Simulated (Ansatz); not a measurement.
# C4H11GaO: small, medium and large basis sets

One table from this session's results is given with a row withheld; the runs are named, their logs left out.

Computed with Ansatz 0.2.0, Gaussian basis. Level: one geometry, several basis sets.

Plan: PBE0-D4/def2-SVP; ωB97M-V/def2-SVP; PBE0-D4/def2-QZVPP; ωB97M-V/def2-QZVPP; the functionals' def2-TZVPP values are taken from earlier runs.

### The geometry

The geometry comes from an earlier relaxation with PBE0-D4 in a triple-zeta def2 set; it is a stationary point, not always the lowest conformer.

SMILES `C[C](C)([GaH2])CO`, 17 atoms, charge 0, spin multiplicity 1.

Atoms are counted from 1 here; the program's logs count them from 0.

Bond lengths: C1–C2 1.523 Å, C1–H7 1.093 Å, C1–H8 1.099 Å, C1–H9 1.093 Å, C2–C3 1.518 Å, C2–Ga4 2.028 Å, C2–C5 1.517 Å, C3–H10 1.093 Å, C3–H11 1.094 Å, C3–H12 1.099 Å, Ga4–H13 1.581 Å, Ga4–H14 1.573 Å, C5–O6 1.456 Å, C5–H15 1.098 Å, C5–H16 1.095 Å, O6–H17 0.961 Å. Angles: C2–C1–H7 111.3°, C2–C1–H8 111.1°, C2–C1–H9 112.0°, H7–C1–H8 107.3°, H7–C1–H9 107.2°, H8–C1–H9 107.7°, C1–C2–C3 111.0°, C1–C2–Ga4 111.8°, C1–C2–C5 110.8°, C3–C2–Ga4 117.8°, C3–C2–C5 111.7°, Ga4–C2–C5 92.3°, C2–C3–H10 110.9°, C2–C3–H11 112.1°, C2–C3–H12 111.7°, H10–C3–H11 107.5°, H10–C3–H12 106.6°, H11–C3–H12 107.7° and more.

Coordinates:

```mol
C4H11GaO
  3D, bonds by distance, orders not assigned

 17 16  0  0  0  0  0  0  0  0999 V2000
   -1.2092   -0.8837   -0.7252 C   0  0
   -0.1213   -0.2588    0.1377 C   0  0
   -0.1551   -0.8225    1.5469 C   0  0
    1.6651   -0.2104   -0.8205 Ga  0  0
   -0.2341    1.2539    0.1352 C   0  0
    0.5082    1.6693   -1.0461 O   0  0
   -1.0605   -1.9613   -0.8332 H   0  0
   -2.2031   -0.7334   -0.2800 H   0  0
   -1.2283   -0.4577   -1.7320 H   0  0
   -0.0268   -1.9081    1.5366 H   0  0
    0.6347   -0.4042    2.1774 H   0  0
   -1.1170   -0.6238    2.0405 H   0  0
    2.9219    0.2694    0.0102 H   0  0
    1.8399   -0.8259   -2.2574 H   0  0
   -1.2605    1.6345    0.0559 H   0  0
    0.2398    1.6828    1.0239 H   0  0
    0.8063    2.5800   -0.9698 H   0  0
  1  2  8  0
  2  3  8  0
  2  4  8  0
  2  5  8  0
  5  6  8  0
  1  7  8  0
  1  8  8  0
  1  9  8  0
  3 10  8  0
  3 11  8  0
  3 12  8  0
  4 13  8  0
  4 14  8  0
  5 15  8  0
  5 16  8  0
  6 17  8  0
M  END
```

The first run:

in.yaml

```yaml
crystal:
  periodic: [false, false, false]
  atoms:
    - {symbol: C, position_ang: [-1.209155, -0.883669, -0.725246]}
    - {symbol: C, position_ang: [-0.121264, -0.258789, 0.137725]}
    - {symbol: C, position_ang: [-0.155070, -0.822547, 1.546869]}
    - {symbol: Ga, position_ang: [1.665102, -0.210392, -0.820476]}
    - {symbol: C, position_ang: [-0.234061, 1.253893, 0.135172]}
    - {symbol: O, position_ang: [0.508219, 1.669310, -1.046089]}
    - {symbol: H, position_ang: [-1.060531, -1.961292, -0.833183]}
    - {symbol: H, position_ang: [-2.203134, -0.733407, -0.279994]}
    - {symbol: H, position_ang: [-1.228342, -0.457741, -1.731977]}
    - {symbol: H, position_ang: [-0.026757, -1.908143, 1.536550]}
    - {symbol: H, position_ang: [0.634683, -0.404235, 2.177351]}
    - {symbol: H, position_ang: [-1.117026, -0.623780, 2.040482]}
    - {symbol: H, position_ang: [2.921871, 0.269370, 0.010235]}
    - {symbol: H, position_ang: [1.839866, -0.825876, -2.257440]}
    - {symbol: H, position_ang: [-1.260492, 1.634495, 0.055864]}
    - {symbol: H, position_ang: [0.239774, 1.682815, 1.023948]}
    - {symbol: H, position_ang: [0.806308, 2.580006, -0.969799]}
basis:
  gaussian: {orbitals: def2-SVP}
hamiltonian: {xc: pbe0, dispersion: d4}
output: {orbitals: {seedname: orbitals}}
```

On the command line:

```sh
$ ansatz run in.yaml --threads 2 --pin off --events-out ev --progress --plain --max-ram 32768MiB --backend cpu
```

Among the steps run: PBE0-D4 in def2-SVP; ωB97M-V in def2-SVP; PBE0-D4 in def2-QZVPP; ωB97M-V in def2-QZVPP.

One table of the session follows, with a row left open; its other results are not shown here.

```
functional       basis  HOMO (eV)
   PBE0-D4    def2-SVP      -6.61
   PBE0-D4  def2-TZVPP      -6.65
   PBE0-D4  def2-QZVPP      -6.66
   ωB97M-V    def2-SVP      -8.75
   ωB97M-V  def2-TZVPP          ?
   ωB97M-V  def2-QZVPP      -8.81
```

**Question.** Estimate the row for ωB97M-V, def2-TZVPP.

**Answer.** HOMO (eV): -8.80. In the column «HOMO (eV)» it lies between ωB97M-V, def2-QZVPP (-8.81) and ωB97M-V, def2-SVP (-8.75).
